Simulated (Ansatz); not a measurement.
# AlClH4N2: the cost of one run

All numbers are computed with the Python package of Ansatz 0.2.0. Level of theory: Hartree-Fock/cc-pVDZ.

## Step 1: The structure

Bond lengths: N1–Al2 1.868 Å, Al2–N3 1.885 Å, Al2–Cl4 2.170 Å, N1–H5 1.106 Å, N1–H6 1.071 Å, N3–H7 1.100 Å, N3–H8 1.026 Å. Angles: N1–Al2–N3 119.0°, N1–Al2–Cl4 121.5°, N3–Al2–Cl4 119.4°, Al2–N1–H5 106.5°, Al2–N1–H6 109.4°, H5–N1–H6 102.1°, Al2–N3–H7 107.6°, Al2–N3–H8 109.3°, H7–N3–H8 102.7°.

No structure file is read: the coordinates are typed or built in the script.

## Step 2: The script

The input, bde_alclh4n2.py:

```python
'''X-H bond energies of AlClH4N2 without relaxation.'''

import ansatz as az


def energy(molecule, charge=0, unpaired=0):
    calc = molecule.calculation().basis(gaussian='cc-pVDZ').functional('hf')
    if charge:
        calc = calc.charge(charge)
    if unpaired:
        calc = calc.spin('collinear', total=unpaired)
    return calc.run(threads=1).report['free_energy_ev']

def without(molecule, index):
    rest = az.Crystal.molecule()
    for i, site in enumerate(molecule.cartesian_sites):
        if i != index:
            rest = rest.atom(site.symbol, site.position_ang)
    return rest


def main() -> None:
    mol = (
        az.Crystal.molecule()
        .atom('N', [-0.215, 1.6676, -0.1581])
        .atom('Al', [-0.201, -0.1952, -0.3012])
        .atom('N', [0.7457, -1.203, 0.9794])
        .atom('Cl', [-1.1752, -1.2141, -1.951])
        .atom('H', [-0.8823, 2.0397, -0.9579])
        .atom('H', [-0.7449, 1.9527, 0.7281])
        .atom('H', [1.8061, -0.9167, 0.9113])
        .atom('H', [0.7588, -2.1882, 0.6937])
    )

    whole = energy(mol, 0)
    hydrogen = energy(az.Crystal.molecule().atom('H', (0, 0, 0)), 0, 1)
    print(f'E(molecule) = {whole:.5f} eV, E(H) = {hydrogen:.5f} eV')
    for index in [7]:
        radical = energy(without(mol, index), 0, 1)
        print(f'H{index}: homolysis {23.060548 * (radical + hydrogen - whole):.1f} kcal/mol')


if __name__ == '__main__':
    main()
```

## Step 3: Running it

The run is started by

```bash
$ python bde_alclh4n2.py
```

**Question.** How long does this script take on 1 thread of Arm Neoverse V1, shared host, and how much memory does it need?

About 6.9 s, with a peak of 0.23 GiB.
